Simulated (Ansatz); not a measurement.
InCu2, space group P6_3/mmc, an equation of state with a fit

Computed with the Ansatz DFT code, driven from Python.

At the Python prompt:
```pycon
>>> import ansatz as az
>>> import numpy as np
>>> vectors0 = np.array([
...     [4.2943, 0.0, 0.0],
...     [-2.14715, 3.718973, 0.0],
...     [0.0, 0.0, 5.2328],
... ])
>>> sites = [
...     ("In", [1 / 3, 2 / 3, 0.75]),
...     ("In", [2 / 3, 1 / 3, 0.25]),
...     ("Cu", [1 / 3, 2 / 3, 0.25]),
...     ("Cu", [2 / 3, 1 / 3, 0.75]),
...     ("Cu", [0.0, 0.0, 0.0]),
...     ("Cu", [0.0, 0.0, 0.5]),
... ]
>>> def crystal_on(cell):
...     crystal = az.Crystal(lattice=az.Lattice.of(cell))
...     for symbol, position in sites:
...         crystal = crystal.atom(symbol, position)
...     return crystal
...
>>> # scale the volume, keep shape and fractions
>>> volumes, energies = [], []
>>> for scale in np.linspace(0.94, 1.06, 7):
...     cell = vectors0 * scale ** (1 / 3)
...     calculation = (
...         crystal_on(cell).calculation()
...         .functional(az.Functional.LDA)
...         .occupations("fermi_dirac", width=100 * az.meV)
...         .basis(500)
...         .kpoints(6, 6, 5)
...     )
...     report = calculation.run().report
...     volumes.append(abs(np.linalg.det(cell)) / len(sites))
...     energies.append(report["free_energy_ev"] / len(sites))
...     print(f"V = {volumes[-1]:8.4f} A^3/atom  F = {energies[-1]:.5f} eV/atom")
...
V =  13.0926 A^3/atom  F = -6189.42676 eV/atom
V =  13.3712 A^3/atom  F = -6189.44414 eV/atom
V =  13.6497 A^3/atom  F = -6189.45523 eV/atom
V =  13.9283 A^3/atom  F = -6189.46074 eV/atom
V =  14.2069 A^3/atom  F = -6189.46132 eV/atom
V =  14.4854 A^3/atom  F = -6189.45753 eV/atom
V =  14.7640 A^3/atom  F = -6189.44988 eV/atom
>>> # third-order Birch-Murnaghan: a cubic in V^(-2/3)
>>> x = np.array(volumes) ** (-2 / 3)
>>> poly = np.polynomial.Polynomial.fit(x, energies, 3).convert()
>>> roots = poly.deriv().roots()
>>> x0 = min((r.real for r in roots if abs(r.imag) < 1e-9 and poly.deriv(2)(r.real) > 0), key=lambda r: abs(r - x.mean()))
>>> v0 = x0 ** -1.5
>>> b0 = 4 / 9 * poly.deriv(2)(x0) * v0 ** (-7 / 3) * 160.21766
>>> b1 = 4 + 2 / 3 * x0 * poly.deriv(3)(x0) / poly.deriv(2)(x0)
>>> print(f"V0 = {v0:.4f} A^3/atom, B0 = {b0:.1f} GPa, dB/dP = {b1:.2f}")
V0 = 14.1012 A^3/atom, B0 = 133.0 GPa, dB/dP = 5.18
```

A third-order Birch-Murnaghan fit through the 7 points has its minimum at 14.10 Å³ an atom, 1.2 % above the typed cell, with a bulk modulus of 133 GPa and dB/dP = 5.2. From that minimum the energy rises by 34.9 meV an atom on the compressed side and 11.8 meV on the expanded side.

Total energies depend on the potentials; only differences at equal settings carry meaning. Shape and fractional positions are held along the curve, so the bulk modulus is an upper value where they are free to relax. The mesh is modest for a metal, so energies can be off by several to tens of meV an atom and pressures by half a GPa or more; differences at equal mesh fare better. The structure is a deposited one; some such entries were measured under pressure or heat, so a shift against it needn't be the functional's error alone. Run time: 85 s on 1 thread of Arm Neoverse N1, with other jobs on the host, peak memory 0.48 GiB.
